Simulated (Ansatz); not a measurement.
# MnGa: the cost of one run

Method: DFT PBEsol, scalar-relativistic, plane waves, PAW, in Ansatz 0.2.0.

3 further runs of the same task are left out: 1 that didn't finish, 2 set aside as unsound or not needed.

### Step 1. The system as given

Symmetry: P-6m2, No. 187, hexagonal system. The conventional cell has a = 2.689 Å, b = 2.689 Å, c = 4.029 Å, α = 90.00°, β = 90.00°, γ = 120.00°. Mn (site symmetry -6m2) is surrounded by 6 Ga at 2.54 Å and 6 Mn at 2.69 Å. Around Ga (site symmetry -6m2) lie 6 Mn at 2.54 Å and 6 Ga at 2.69 Å.

As a file:

```
CELL_PARAMETERS angstrom
2.68874 0.00000 0.00000
-1.34437 2.32851 0.00000
0.00000 0.00000 4.02869
ATOMIC_POSITIONS crystal
Mn 0.00000 0.00000 0.00000
Ga 0.33333 0.66667 0.50000
```

It goes back to an entry of the Materials Project, which need not be the stable form.

It is the result of an earlier relaxation at this level (volume 12.61 Å³/atom; gap on the mesh: none (metal), site moments up to 1.7 μB).

### Step 2. The reference: the undisturbed cell on the scan's mesh

Contents of input.yaml:

```yaml
crystal:
  lattice:
    - [2.6887352025, 0.0, 0.0]
    - [-1.3443676013, 2.3285129894, 0.0]
    - [0.0, 0.0, 4.0286949563]
  atoms:
    - { symbol: Mn, position: [0.0, 0.0, 0.0], spin: 1.89 }
    - { symbol: Ga, position: [0.3333333333, 0.6666666667, 0.5] }
basis:
  ecutwfc: 420
kpoints:
  mp_grid: { grid: [24, 24, 16] }
hamiltonian:
  xc: pbesol
scf:
  occupations: { method: gaussian, width: 0.15 }
output:
  forces: true
  stress: true
  eigenvalues: true
  populations: true
magnetization:
  spin_polarized: true
```

The run is started by

```sh
$ ansatz run input.yaml --threads 1 --pin off --max-ram 2560MiB --backend cpu --events-out ev --progress --plain --runs-dir out
```

What time and memory should one allow on 1 thread of Intel Xeon 6975P-C (Granite Rapids), shared host?

About 37 s, with a peak of 0.84 GiB.
